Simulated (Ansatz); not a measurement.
# Cl4Pt: the cost of one run

Computed with Ansatz 0.2.0 (the levels named in each step, unless a step's input says otherwise).

### Step 1. The structure to begin with

Bond lengths: Cl1–Pt2 2.330 Å, Pt2–Cl3 2.330 Å, Pt2–Cl4 2.330 Å, Pt2–Cl5 2.330 Å. Angles: Cl1–Pt2–Cl3 90.0°, Cl1–Pt2–Cl4 90.0°, Cl1–Pt2–Cl5 180.0°, Cl3–Pt2–Cl4 180.0°, Cl3–Pt2–Cl5 90.0°, Cl4–Pt2–Cl5 90.0°.

Structure file:

```xyz
5

Cl    0.9207   -1.9792    0.8149
Pt   -0.0001    0.0000    0.0004
Cl    2.0388    1.0813    0.3211
Cl   -2.0390   -1.0808   -0.3213
Cl   -0.9204    1.9789   -0.8157
```

### Step 2. A rough first relaxation, PBE-D4/def2-SVPD

Input file input.yaml:

```yaml
crystal:
  periodic: [false, false, false]
  atoms:
    - { symbol: Cl, position_ang: [0.92069, -1.97916, 0.81491] }
    - { symbol: Pt, position_ang: [-8.0e-05, 1.0e-05, 0.00037] }
    - { symbol: Cl, position_ang: [2.03877, 1.08126, 0.32112] }
    - { symbol: Cl, position_ang: [-2.03897, -1.08081, -0.3213] }
    - { symbol: Cl, position_ang: [-0.92045, 1.97894, -0.81569] }
total_charge: -2
basis:
  gaussian: { orbitals: def2-SVPD }
hamiltonian:
  xc: pbe
  dispersion: d4
relax:
  f_tol: 0.03
  max_steps: 200
```

Launch:

```
$ ansatz run input.yaml --threads 4 --pin off --max-ram 10240MiB --backend cpu --events-out ev --progress --plain --runs-dir out
```

Q: Estimate wall time and peak memory on 4 threads of Intel Xeon at 2.50GHz (Skylake/Cascade Lake), shared host.

About 9.3 s, with a peak of 0.25 GiB.
